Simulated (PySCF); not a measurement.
# [Dy(H2O)3]3+: forces at shaken geometries

Aim: move all atoms of relaxed [Dy(H2O)3]3+ at random and read energies and forces. The structure is generated, not taken from experiment.

Method: r2SCAN, Dy lcecp-1-SVP with ECP55, O def2-SVP, H def2-SVP; scalar-relativistic core potentials, no spin–orbit coupling; program: PySCF 2.14.0.

3 further runs of the same task are left out: 2 for a known fault of the program, 1 that didn't finish.

### 1 Where the work starts

10 atoms, charge 3, spin multiplicity 1.

Bond lengths: Dy1–O2 2.260 Å, Dy1–O5 2.260 Å, Dy1–O8 2.260 Å, O2–H3 0.991 Å, O2–H4 0.991 Å, O5–H6 0.991 Å, O5–H7 0.991 Å, O8–H9 0.991 Å, O8–H10 0.991 Å. Angles: O2–Dy1–O5 120.0°, O2–Dy1–O8 120.0°, O5–Dy1–O8 120.0°, Dy1–O2–H3 128.7°, Dy1–O2–H4 128.7°, H3–O2–H4 102.6°, Dy1–O5–H6 128.7°, Dy1–O5–H7 128.7°, H6–O5–H7 102.6°, Dy1–O8–H9 128.7°, Dy1–O8–H10 128.7°, H9–O8–H10 102.6°.

Geometry (Å):

```xyz
10
charge 3, multiplicity 1
Dy    0.0000    0.0000    0.0000
O     2.2598    0.0000    0.0000
H     2.8797    0.7542    0.1711
H     2.8797   -0.7543   -0.1711
O    -1.1299    1.9571    0.0000
H    -2.0930    2.1168    0.1711
H    -0.7866    2.8710   -0.1711
O    -1.1299   -1.9571    0.0000
H    -0.7867   -2.8710    0.1711
H    -2.0931   -2.1167   -0.1711
```

Formal oxidation states: Dy +3. Each metal's 9 4f electrons lie in its core potential, so multiplicities, spins and levels count the valence alone. An earlier session relaxed this geometry at r2SCAN, Dy lcecp-1-SVP with ECP55, O def2-SVP, H def2-SVP (singlet, point group D3).

Its energy there is -265.011565 Eh.

### 2 Atoms moved at random, σ = 0.03 Å

run.py (the lines that set the calculation)

```python
mol = gto.M(atom='''
Dy     0.06516     0.00584     0.01216
O      2.25853    -0.02641     0.01861
H      2.85437     0.79874     0.10240
H      2.87467    -0.78141    -0.16466
O     -1.10820     1.93104    -0.00632
H     -2.06993     2.10868     0.19028
H     -0.85533     2.88395    -0.17837
O     -1.17694    -1.93170     0.03146
H     -0.76615    -2.86995     0.19020
H     -2.07617    -2.11877    -0.19576''',
    basis={'Dy': 'lcecp-1-SVP', 'O': 'def2-SVP', 'H': 'def2-SVP'},
    ecp={'Dy': 'lcecp-1-SVP'},
    charge=3, spin=0)
mf = dft.RKS(mol, xc='R2SCAN')
mf.grids.atom_grid = (50, 194)  # f atoms: unpruned, at least (60, 302)
mf = mf.density_fit()  # fitting sets: Dy AutoAux, O def2-universal-JKFIT, H def2-universal-JKFIT
mf.conv_tol = 1e-08; mf.max_cycle = 55
mf.kernel(dm0)  # dm0: the density of the relaxed state
```

Run with:

```bash
> OMP_NUM_THREADS=2 python run.py
```

Log:

```text
init E= -264.95729438468
  HOMO = -0.883530166874015  LUMO = -0.646757051579855  gap/eV = 6.44292
cycle= 1 E= -265.003604216106  delta_E= -0.0463  |g|= 0.0473  |ddm|= 0.215
  HOMO = -0.863333979418272  LUMO = -0.638037365563214  gap/eV = 6.13063
cycle= 2 E= -265.00336518549  delta_E= 0.000239  |g|= 0.0596  |ddm|= 0.0651
  HOMO = -0.870689933850515  LUMO = -0.637468425197632  gap/eV = 6.34628
cycle= 3 E= -265.003995254233  delta_E= -0.00063  |g|= 0.0141  |ddm|= 0.0436
  HOMO = -0.869642542821237  LUMO = -0.638001297656557  gap/eV = 6.30328
cycle= 4 E= -265.004034051039  delta_E= -3.88e-05  |g|= 0.000781  |ddm|= 0.0102
  HOMO = -0.869799089569532  LUMO = -0.637994887199332  gap/eV = 6.30771
cycle= 5 E= -265.00403416435  delta_E= -1.13e-07  |g|= 0.000345  |ddm|= 0.000802
  HOMO = -0.86975757306522  LUMO = -0.6380031490987  gap/eV = 6.30636
cycle= 6 E= -265.004034184311  delta_E= -2e-08  |g|= 0.000134  |ddm|= 0.00028
  HOMO = -0.869776699381514  LUMO = -0.638006481159892  gap/eV = 6.30679
cycle= 7 E= -265.00403418772  delta_E= -3.41e-09  |g|= 1.57e-05  |ddm|= 9.7e-05
  HOMO = -0.869773025748652  LUMO = -0.638005277436724  gap/eV = 6.30672
Extra cycle  E= -265.004034187675  delta_E= 4.51e-11  |g|= 2.25e-05  |ddm|= 3.06e-05
converged SCF energy = -265.004034187675
```

Wall time 5.3 s (2 threads of Arm Neoverse V2, shared host).

Read off: E = -265.004034 Eh (+0.205 eV from the relaxed state), HOMO -23.67 eV, LUMO -17.36 eV, Mulliken charge on Dy1 +1.95 e, largest force component 3.384 eV/Å. 

| atom | Fx | Fy | Fz (eV/Å) |
| --- | --- | --- | --- |
| Dy1 | -1.139 | -0.264 | 0.053 |
| O2 | 0.918 | 1.060 | -0.088 |
| H3 | -0.380 | -1.159 | -0.060 |
| H4 | 0.226 | 0.148 | 0.100 |
| O5 | -0.451 | 0.977 | 0.043 |
| H6 | 0.060 | -0.547 | 0.036 |
| H7 | 0.440 | -0.429 | -0.059 |
| O8 | 3.384 | -0.934 | 0.665 |
| H9 | -0.902 | 1.542 | -0.224 |
| H10 | -2.156 | -0.396 | -0.466 |

### 3 Atoms moved at random, σ = 0.03 Å

run.py (the lines that set the calculation)

```python
mol = gto.M(atom='''
Dy    -0.01726     0.02072    -0.02293
O      2.25327    -0.01778    -0.00555
H      2.86244     0.75928     0.14762
H      2.86811    -0.79130    -0.12547
O     -1.10120     1.98628    -0.01497
H     -2.11365     2.13712     0.18738
H     -0.79819     2.87306    -0.14751
O     -1.09217    -1.98146    -0.05230
H     -0.77203    -2.83552     0.18479
H     -2.08932    -2.15040    -0.15106''',
    basis={'Dy': 'lcecp-1-SVP', 'O': 'def2-SVP', 'H': 'def2-SVP'},
    ecp={'Dy': 'lcecp-1-SVP'},
    charge=3, spin=0)
mf = dft.RKS(mol, xc='R2SCAN')
mf.grids.atom_grid = (50, 194)  # f atoms: unpruned, at least (60, 302)
mf = mf.density_fit()  # fitting sets: Dy AutoAux, O def2-universal-JKFIT, H def2-universal-JKFIT
mf.conv_tol = 1e-08; mf.max_cycle = 55
mf.kernel(dm0)  # dm0: the density of the relaxed state
```

Run with:

```bash
> OMP_NUM_THREADS=2 python run.py
```

Log:

```text
init E= -264.995884713748
  HOMO = -0.878781333190876  LUMO = -0.641929104046014  gap/eV = 6.44508
cycle= 1 E= -265.00399985398  delta_E= -0.00812  |g|= 0.0431  |ddm|= 0.187
  HOMO = -0.872955090846055  LUMO = -0.640247998642265  gap/eV = 6.33228
cycle= 2 E= -265.004101368976  delta_E= -0.000102  |g|= 0.0357  |ddm|= 0.0507
  HOMO = -0.876864504720237  LUMO = -0.639792199773286  gap/eV = 6.45107
cycle= 3 E= -265.004286029515  delta_E= -0.000185  |g|= 0.0172  |ddm|= 0.031
  HOMO = -0.875886148847056  LUMO = -0.639981913758957  gap/eV = 6.41928
cycle= 4 E= -265.004342095948  delta_E= -5.61e-05  |g|= 0.000765  |ddm|= 0.011
  HOMO = -0.875978395190344  LUMO = -0.640000691886454  gap/eV = 6.42128
cycle= 5 E= -265.004342226624  delta_E= -1.31e-07  |g|= 0.0002  |ddm|= 0.000877
  HOMO = -0.875961025324096  LUMO = -0.639998300899547  gap/eV = 6.42087
cycle= 6 E= -265.004342234178  delta_E= -7.55e-09  |g|= 9.73e-05  |ddm|= 0.000222
  HOMO = -0.87598056729606  LUMO = -0.639997356711716  gap/eV = 6.42143
Extra cycle  E= -265.004342230195  delta_E= 3.98e-09  |g|= 0.000174  |ddm|= 0.000165
converged SCF energy = -265.004342230195
```

Run time: 4.9 s. Hardware: 2 threads of Arm Neoverse V2, shared host.

Read off: E = -265.004342 Eh (+0.197 eV from the relaxed state), HOMO -23.84 eV, LUMO -17.42 eV, Mulliken charge on Dy1 +1.96 e, largest force component 2.779 eV/Å. 

| atom | Fx | Fy | Fz (eV/Å) |
| --- | --- | --- | --- |
| Dy1 | 0.286 | -0.237 | -0.103 |
| O2 | 0.012 | 0.201 | 0.079 |
| H3 | -0.106 | -0.406 | -0.095 |
| H4 | -0.052 | 0.247 | 0.021 |
| O5 | -2.779 | -1.785 | 0.801 |
| H6 | 1.813 | -0.250 | -0.399 |
| H7 | 0.845 | 2.129 | -0.374 |
| O8 | -1.992 | 2.198 | -0.412 |
| H9 | 0.981 | -2.277 | 0.518 |
| H10 | 0.992 | 0.181 | -0.037 |

### 4 Atoms moved at random, σ = 0.1 Å

run.py (the lines that set the calculation)

```python
mol = gto.M(atom='''
Dy    -0.12971    -0.03257    -0.10024
O      2.13184    -0.05960     0.05698
H      2.94780     0.91358     0.14824
H      2.97203    -0.67533    -0.20667
O     -1.03261     1.87250    -0.21140
H     -2.04433     2.26386     0.24836
H     -0.82133     2.83982    -0.16746
O     -1.09622    -2.02692     0.05087
H     -0.64615    -2.82454     0.31019
H     -2.28132    -2.27079    -0.12890''',
    basis={'Dy': 'lcecp-1-SVP', 'O': 'def2-SVP', 'H': 'def2-SVP'},
    ecp={'Dy': 'lcecp-1-SVP'},
    charge=3, spin=0)
mf = dft.RKS(mol, xc='R2SCAN')
mf.grids.atom_grid = (50, 194)  # f atoms: unpruned, at least (60, 302)
mf = mf.density_fit()  # fitting sets: Dy AutoAux, O def2-universal-JKFIT, H def2-universal-JKFIT
mf.conv_tol = 1e-08; mf.max_cycle = 55
mf.kernel(dm0)  # dm0: the density of the relaxed state
```

Run with:

```bash
> OMP_NUM_THREADS=2 python run.py
```

Log:

```text
init E= -264.175362213374
  HOMO = -1.00695862044055  LUMO = -0.739433884487461  gap/eV = 7.27972
cycle= 1 E= -264.848577745851  delta_E= -0.673  |g|= 0.511  |ddm|= 0.74
  HOMO = -0.728810621787591  LUMO = -0.615415511241135  gap/eV = 3.08564
cycle= 2 E= -264.646513237998  delta_E= 0.202  |g|= 1.12  |ddm|= 0.977
  HOMO = -0.851005555526957  LUMO = -0.610187484067999  gap/eV = 6.55299
cycle= 3 E= -264.900054514492  delta_E= -0.254  |g|= 0.0971  |ddm|= 0.723
  HOMO = -0.838157329908546  LUMO = -0.617424044354374  gap/eV = 6.00646
cycle= 4 E= -264.901409974148  delta_E= -0.00136  |g|= 0.058  |ddm|= 0.0955
  HOMO = -0.843051085516049  LUMO = -0.619469055773282  gap/eV = 6.08398
cycle= 5 E= -264.902042447534  delta_E= -0.000632  |g|= 0.00821  |ddm|= 0.0392
  HOMO = -0.842779884102615  LUMO = -0.618898392572857  gap/eV = 6.09213
cycle= 6 E= -264.902056871218  delta_E= -1.44e-05  |g|= 0.00189  |ddm|= 0.00776
  HOMO = -0.842979397735912  LUMO = -0.619086713374642  gap/eV = 6.09243
cycle= 7 E= -264.902057409174  delta_E= -5.38e-07  |g|= 0.00102  |ddm|= 0.00167
  HOMO = -0.843029159284734  LUMO = -0.619088860404377  gap/eV = 6.09373
cycle= 8 E= -264.902057594782  delta_E= -1.86e-07  |g|= 0.000302  |ddm|= 0.000737
  HOMO = -0.843067021186163  LUMO = -0.619073160254523  gap/eV = 6.09518
cycle= 9 E= -264.90205761388  delta_E= -1.91e-08  |g|= 2.85e-05  |ddm|= 0.000247
  HOMO = -0.843068622972081  LUMO = -0.61908047641583  gap/eV = 6.09503
cycle= 10 E= -264.902057614122  delta_E= -2.42e-10  |g|= 6.76e-06  |ddm|= 4.05e-05
  HOMO = -0.843065629523808  LUMO = -0.619079116218824  gap/eV = 6.09498
Extra cycle  E= -264.902057614108  delta_E= 1.34e-11  |g|= 1.13e-05  |ddm|= 1.46e-05
converged SCF energy = -264.902057614108
```

Wall time 6.2 s (2 threads of Arm Neoverse V2, shared host).

Read off: E = -264.902058 Eh (+2.980 eV from the relaxed state), HOMO -22.94 eV, LUMO -16.85 eV, Mulliken charge on Dy1 +1.89 e, largest force component 5.663 eV/Å. 

| atom | Fx | Fy | Fz (eV/Å) |
| --- | --- | --- | --- |
| Dy1 | 1.682 | -1.437 | -0.077 |
| O2 | 5.663 | 2.650 | -0.733 |
| H3 | -3.529 | -3.398 | -0.101 |
| H4 | -2.645 | 0.851 | 0.703 |
| O5 | -5.073 | 3.828 | 2.731 |
| H6 | 2.664 | -2.348 | -1.682 |
| H7 | 1.491 | 0.125 | -0.871 |
| O8 | -5.375 | 1.273 | -1.223 |
| H9 | 0.282 | -1.925 | 0.424 |
| H10 | 4.839 | 0.381 | 0.827 |

### 5 The displacements side by side

| σ (Å) | energy rise (eV) | harmonic estimate −½ F·u (eV) | largest force component (eV/Å) |
| --- | --- | --- | --- |
| 0.03 | 0.205 | 0.210 | 3.38 |
| 0.03 | 0.197 | 0.197 | 2.78 |
| 0.1 | 2.980 | 2.563 | 5.66 |

Every displacement raises the energy. For a harmonic well the rise equals −½ F·u; the two differ by at most 14 % here (a move with σ = 0.1 Å), from anharmonicity, the grid and the small forces left at the relaxed point. These are double-zeta-type bases without diffuse functions. Spin–orbit coupling is left out.
